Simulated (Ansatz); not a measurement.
# C₂H₈OSi: up Jacob's ladder to CCSD(T)

An exercise on one series of results from a longer session: the logs are not shown, and one member is left open.

The runs use Ansatz 0.2.0, Gaussian basis; functionals in def2-TZVPP, the program's frozen cores in correlated methods.

Plan: LDA (SPW92), PBE-D4, revPBE-D4, BLYP-D4, r2SCAN-D4, B97M-V, PBE0-D4, B3LYP-D4, r2SCANh-D4, r2SCAN0-D4, HSE06-D4, BHLYP-D4, CAM-B3LYP-D4, LC-ωPBE, ωB97X-V, ωB97M-V, B2PLYP, PBE-QIDH; CCSD(T)/def2-SVP; CCSD(T)/def2-TZVPP; MP2/def2-QZVPP; extrapolation to the limit; RPA on PBE.

## Structure used throughout

The geometry comes from an earlier relaxation with PBE0-D4 in a triple-zeta def2 set; it is a stationary point, not always the lowest conformer.

SMILES `CO[SiH2]C`, 12 atoms, charge 0, spin multiplicity 1.

Atoms are counted from 1 here; the program's logs count them from 0.

Bond lengths: C1–O2 1.406 Å, C1–H5 1.092 Å, C1–H6 1.097 Å, C1–H7 1.096 Å, O2–Si3 1.646 Å, Si3–C4 1.864 Å, Si3–H8 1.494 Å, Si3–H9 1.483 Å, C4–H10 1.093 Å, C4–H11 1.094 Å, C4–H12 1.093 Å. Angles: O2–C1–H5 108.4°, O2–C1–H6 111.7°, O2–C1–H7 111.6°, H5–C1–H6 108.3°, H5–C1–H7 108.2°, H6–C1–H7 108.4°, C1–O2–Si3 122.9°, O2–Si3–C4 112.5°, O2–Si3–H8 109.3°, O2–Si3–H9 105.4°, C4–Si3–H8 108.9°, C4–Si3–H9 110.9°, H8–Si3–H9 109.8°, Si3–C4–H10 111.6°, Si3–C4–H11 110.0°, Si3–C4–H12 111.1°, H10–C4–H11 107.6°, H10–C4–H12 108.3° and more.

Set-up of the first run:

in.yaml reads:

```yaml
crystal:
  periodic: [false, false, false]
  atoms:
    - {symbol: C, position_ang: [0.090913, 1.599502, -1.010710]}
    - {symbol: O, position_ang: [0.715314, 0.340310, -1.046324]}
    - {symbol: Si, position_ang: [0.813079, -0.647301, 0.266875]}
    - {symbol: C, position_ang: [-0.854178, -1.277028, 0.813411]}
    - {symbol: H, position_ang: [0.306486, 2.118040, -1.946783]}
    - {symbol: H, position_ang: [0.464358, 2.214361, -0.182192]}
    - {symbol: H, position_ang: [-0.997171, 1.508076, -0.911535]}
    - {symbol: H, position_ang: [1.443101, 0.096371, 1.398528]}
    - {symbol: H, position_ang: [1.691660, -1.767902, -0.148769]}
    - {symbol: H, position_ang: [-1.508818, -0.460020, 1.127203]}
    - {symbol: H, position_ang: [-0.737347, -1.953775, 1.664729]}
    - {symbol: H, position_ang: [-1.350495, -1.825736, 0.009468]}
basis:
  gaussian: {orbitals: def2-TZVPP}
hamiltonian: {xc: lda}
output: {orbitals: {seedname: orbitals}}
```

Started as:

```bash
ansatz run in.yaml --threads 4 --pin off --events-out ev --progress --plain --max-ram 10444MiB
```

Among the steps run: LDA; PBE-D4 (GGA); revPBE-D4 (GGA); BLYP-D4 (GGA); r2SCAN-D4 (meta-GGA); B97M-V (meta-GGA); B3LYP-D4 (hybrid); r2SCANh-D4 (hybrid); r2SCAN0-D4 (hybrid); HSE06-D4 (hybrid); BHLYP-D4 (hybrid); CAM-B3LYP-D4 (range-separated); LC-ωPBE (range-separated); ωB97X-V (range-separated); ωB97M-V (range-separated); B2PLYP (double hybrid); PBE-QIDH (double hybrid).

One table of the session follows, with a row left open; its other results are not shown here.

It belongs to the step «Orbital energies across the functionals». 

```
  functional  HOMO (eV)  LUMO (eV)  gap (eV)
 LDA (SPW92)      -6.56      -0.29      6.27
      PBE-D4      -6.45      -0.02      6.43
   revPBE-D4      -6.40       0.11      6.51
     BLYP-D4      -6.37       0.11      6.47
   r2SCAN-D4      -6.77       0.45      7.23
      B97M-V      -6.93       0.19      7.12
     PBE0-D4      -7.95       0.87      8.82
    B3LYP-D4      -7.73       0.63      8.36
  r2SCANh-D4      -7.34       0.74      8.08
  r2SCAN0-D4      -8.18       1.17      9.34
    HSE06-D4      -7.55       0.49      8.04
    BHLYP-D4      -9.39       1.65     11.04
CAM-B3LYP-D4      -9.39       1.80     11.18
     LC-ωPBE          ?          ?         ?
     ωB97X-V     -10.39       2.85     13.25
     ωB97M-V     -10.31       2.46     12.77
```

Estimate the missing values for LC-ωPBE.

As computed: HOMO (eV): -10.71; LUMO (eV): 3.03; gap (eV): 13.74. In the column «HOMO (eV)» it is the lowest.
